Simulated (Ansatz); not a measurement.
Predict the output of the script below (Ansatz 0.2.0, Python API).

Script `run_nc_paw.py`:
```python
"""Two kinds of potentials on Ni."""

import ansatz as az
import numpy as np


def count_gap(report):
    # lowest empty less highest filled band, counting bands; zero where they overlap
    return max(report.get("gap_by_band_count_ev") or 0.0, 0.0)


def main() -> None:
    lattice = az.Lattice.of(
        (2.448023, 0.0, 0.0),
        (-1.224011, 2.12005, 0.0),
        (0.0, 0.0, 4.072808),
    )
    sites = [
        ("Ni", (1 / 3, 2 / 3, 0.25), 1.5),
        ("Ni", (2 / 3, 1 / 3, 0.75), -1.5),
    ]
    crystal = az.Crystal(lattice=lattice)
    for symbol, position, moment in sites:
        crystal = crystal.atom(symbol, position, moment=moment or None)

    model = (
        crystal.calculation()
        .occupations("fermi_dirac", width=0.05)
        .spin("collinear")  # two spin channels
        .kpoints(13, 13, 7)  # sampling of the Brillouin zone
        .functional("pbesol", dispersion="d3bj")
        .stress()
        .forces()  # eV per angstrom
        .band_table()
    )
    variants = {
        "PAW": model.pseudopotentials("paw"),
        "norm-conserving": model.pseudopotentials("nc"),
    }
    # totals differ by the cores that each treatment holds, so compare what does not depend on them
    rows = []
    for label, variant in variants.items():
        report = variant.run(threads=1).report
        levels = np.array(report["eigenvalues_ev"][0]) - report["fermi_energy_ev"]
        print(label, "levels at the first k-point near E_F:", np.round(levels[np.abs(levels) < 5], 3))
        rows.append((label, report["n_electrons"], np.trace(report["stress_gpa"]) / 3, count_gap(report), report["magnetization_mub"]))
    lines = [",".join(["treatment", "electrons in bands", "P GPa", "gap by band count eV", "moment muB"])] + [",".join(f"{v:.4f}" if isinstance(v, float) else str(v) for v in row) for row in rows]
    print("\n".join(lines))
    with open("nc_paw.csv", "w") as handle:
        handle.write("\n".join(lines) + "\n")


if __name__ == "__main__":
    main()
```

```console
$ python run_nc_paw.py
DeckWarning: basis.ecutwfc = 420 eV, auto-derived from the records' recommended cutoffs: set by Ni (normal level)
RunWarning: the starting moments were not kept: 1 of 2 ended reversed and 1 kept their direction, counting a site from 0.1 of the cell's largest site moment. The largest reversed, site 0 (counted from 0, in the order of the report's site_moments_mub), started with +1.5 μB and closes at -6.7e-1 μB in its sphere. The [...]
PAW levels at the first k-point near E_F: [-4.730e+00 -1.916e+00 -1.770e+00 -1.770e+00 -1.483e+00 -1.483e+00
 -9.860e-01 -9.860e-01 -7.380e-01  2.000e-03  2.000e-03]
DeckWarning: basis.ecutwfc = 1333.357926 eV, auto-derived from the records' recommended cutoffs: set by Ni (normal level)
norm-conserving levels at the first k-point near E_F: [-2.633 -2.465 -2.465 -2.198 -2.198 -1.688 -1.688 -0.744 -0.744 -0.687]
treatment,electrons in bands,P GPa,gap by band count eV,moment muB
PAW,36.0000,-9.7336,0.0000,-1.2605
norm-conserving,36.0000,-9.7242,0.0000,1.2673
```
(Warnings from the package without file and line, shortened, repeats left out.)

PAW gives -9.734 GPa and norm-conserving -9.724 GPa, 0.009 GPa apart. They took 18.0 and 382.2 s of processor time.

Notes:
- The SCF didn't keep the moments it started from (some shrank, vanished or turned); what is printed is the state reached.
- Dispersion corrections can be off by several per cent in the lattices of metals, and by several GPa in the pressure at a fixed cell.
- The mesh is modest for a metal, so energies can be off by several to tens of meV an atom and pressures by half a GPa or more; differences at equal mesh fare better.
- A gap by band count of zero or less means overlapping bands, a metal.
- At these settings the cell as given stands under about -10 GPa, so it isn't at this functional's equilibrium volume.
- This isn't the structure that Ni takes at ambient conditions.
- Levels are Kohn-Sham eigenvalues on this mesh.
- Stress is positive in compression.
- Run time: 6.7 min on 1 thread of Arm Neoverse V1, with other jobs on the host, peak memory 0.79 GiB.
